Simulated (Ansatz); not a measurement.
Run this with Ansatz 0.2.0, Python API and show what comes out.

Script `run_scan.py`:
```python
# -*- coding: utf-8 -*-
"""Stretching a bond of CH5AlBN, the rest held rigid."""

import ansatz
from ase import Atoms
import numpy as np

atoms = Atoms(["B", "Al", "C", "N", "H", "H", "H", "H", "H"], positions=[
    (-1.0998, 1.2248, -1.3796),
    (0.4178, 0.1364, -0.6724),
    (0.2482, -0.7182, 1.0773),
    (1.3293, -1.411, 1.5351),
    (-2.1253, 1.3912, -0.7612),
    (-1.0671, 1.8029, -2.4513),
    (1.7741, -0.0353, -1.54),
    (-0.585, -0.578, 1.672),
    (1.1964, -1.8593, 2.5031),
])
geometry = ansatz.Crystal.molecule_from_ase(atoms)

symbols = [site.symbol for site in geometry.cartesian_sites]
start = np.array([site.position_ang for site in geometry.cartesian_sites])
axis = (start[4] - start[0]) / np.linalg.norm(start[4] - start[0])
moving = [4]
lengths, energies = [1.03, 1.11, 1.21, 1.33, 1.51, 1.81, 2.18, 2.66], []
for length in lengths:
    xyz = start.copy()
    xyz[moving] += (length - np.linalg.norm(start[4] - start[0])) * axis
    point = ansatz.Crystal.molecule()
    for symbol, place in zip(symbols, xyz):
        point = point.atom(symbol, place.tolist())
    model = (
        point.calculation()
        .basis(gaussian="def2-SVP")  # atom-centred Gaussian functions
        .functional("B3LYP")
        .spin("collinear")  # spin-polarised run
    )
    data = model.run().report
    energies.append(data["free_energy_ev"])
    print(f"r = {length:6.3f} A  E = {energies[-1]:.5f} eV  <S^2> = {abs(data['mean_field']['state']['spin_squared']):.3f}")

print("energy above the lowest point (eV):", [round(e - min(energies), 3) for e in energies])
```

```console
$ python run_scan.py
r =  1.030 A  E = -9874.08248 eV  <S^2> = 0.000
r =  1.110 A  E = -9874.45648 eV  <S^2> = 0.000
r =  1.210 A  E = -9874.59712 eV  <S^2> = 0.000
r =  1.330 A  E = -9874.46889 eV  <S^2> = 0.000
r =  1.510 A  E = -9873.96725 eV  <S^2> = 0.000
r =  1.810 A  E = -9872.88627 eV  <S^2> = 0.000
r =  2.180 A  E = -9871.64681 eV  <S^2> = 0.000
r =  2.660 A  E = -9870.64444 eV  <S^2> = 0.547
energy above the lowest point (eV): [0.515, 0.141, 0.0, 0.128, 0.63, 1.711, 2.95, 3.953]
```

Notes:
- Total energies depend on the basis set; only differences at equal settings carry meaning.
- The rest of the molecule is held rigid at a force-field or estimated start geometry, and the basis set is modest; single-reference methods fail as a bond breaks.
- The expectation value of S² is noticeably off S(S+1) in at least one run, so that state is spin-contaminated.
- b3lyp holds the VWN-RPA fit, as in Gaussian; the form of ORCA and Turbomole is b3lyp5.
- Finished in 49 s on 1 thread of Arm Neoverse V1 (shared host), peak memory 0.29 GiB.
